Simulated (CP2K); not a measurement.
# HF/def2-TZVP run of GeH4 (germane)

Aim: the energy of GeH4 (germane). 

The results are computed with CP2K 2026.2.

4 further runs of the same task are left out: 4 that didn't finish.

## 1. The system as given

GeH4: 5 atoms, total charge 0, spin state singlet. SMILES: `[GeH4]`. Geometry: relaxed at PBE0-D4/def2-TZVP.

Bond lengths: Ge1–H2 1.534 Å, Ge1–H3 1.534 Å, Ge1–H4 1.534 Å, Ge1–H5 1.534 Å. Angles: H2–Ge1–H3 109.5°, H2–Ge1–H4 109.5°, H2–Ge1–H5 109.5°, H3–Ge1–H4 109.5°, H3–Ge1–H5 109.5°, H4–Ge1–H5 109.5°.

## 2. A single-point energy at HF/def2-TZVP

Input file molecule.inp:

```
&global
 project_name molecule
 run_type ENERGY
 print_level MEDIUM
&end global
&force_eval
 method QUICKSTEP
 &dft
  basis_set_file_name ./def2_tzvp.basis
  potential_file_name POTENTIAL
  charge 0
  multiplicity 1
  &qs
   method GAPW
   eps_default 1.0E-10
  &end qs
  &mgrid
   cutoff 280
   rel_cutoff 50
   ngrids 4
  &end mgrid
  &poisson
   periodic NONE
   poisson_solver MULTIPOLE
  &end poisson
  &scf
   scf_guess ATOMIC
   eps_scf 1.0E-07
   max_scf 80
   added_mos 3
   &diagonalization
    algorithm STANDARD
   &end diagonalization
   &mixing
    method DIRECT_P_MIXING
    alpha 0.4
   &end mixing
  &end scf
  &xc
   &xc_functional NONE
   &end xc_functional
   &hf
    fraction 1
    &screening
     eps_schwarz 1.0E-10
     screen_on_initial_p F
    &end screening
    &interaction_potential
     potential_type COULOMB
    &end interaction_potential
    &memory
     max_memory 1050
    &end memory
   &end hf
  &end xc
  &print
   &moments
    periodic F
    reference COM
    max_moment 1
   &end moments
   &mo ON
    energies T
    occupation_numbers T
    ndigits 6
    &each
     qs_scf 0
    &end each
    add_last NUMERIC
   &end mo
   &lowdin ON
   &end lowdin
   &hirshfeld OFF
   &end hirshfeld
   &mo_molden ON
    ndigits 8
   &end mo_molden
  &end print
 &end dft
 &subsys
  &cell
   abc [angstrom] 9.4 9.2 9.2
   periodic NONE
  &end cell
  &coord
   Ge     0.000100     0.000100     0.000000
   H      1.148100    -0.756300     0.680600
   H     -1.238800    -0.030000     0.904200
   H     -0.329200    -0.669100    -1.340600
   H      0.419800     1.455400    -0.244100
  &end coord
  &topology
   &center_coordinates
   &end center_coordinates
  &end topology
  &kind Ge
   basis_set def2-TZVP
   potential ALL
   lebedev_grid 194
   radial_grid 100
  &end kind
  &kind H
   basis_set def2-TZVP
   potential ALL
   lebedev_grid 194
   radial_grid 100
  &end kind
 &end subsys
&end force_eval
```

The run is started by

```
$ OMP_NUM_THREADS=1 cp2k.psmp -i molecule.inp > molecule.out 2>&1
```

**Question.** What will come out? Wanted: total energy; dipole moment; HOMO energy; LUMO energy; HOMO–LUMO gap.

Computed results:

At HF/def2-TZVP:

| quantity | value |
| --- | --- |
| total energy | -2077.68080 Eh |
| dipole moment | 0.00 D |
| HOMO energy | -12.88 eV |
| LUMO energy | 4.10 eV |
| HOMO–LUMO gap | 16.98 eV |
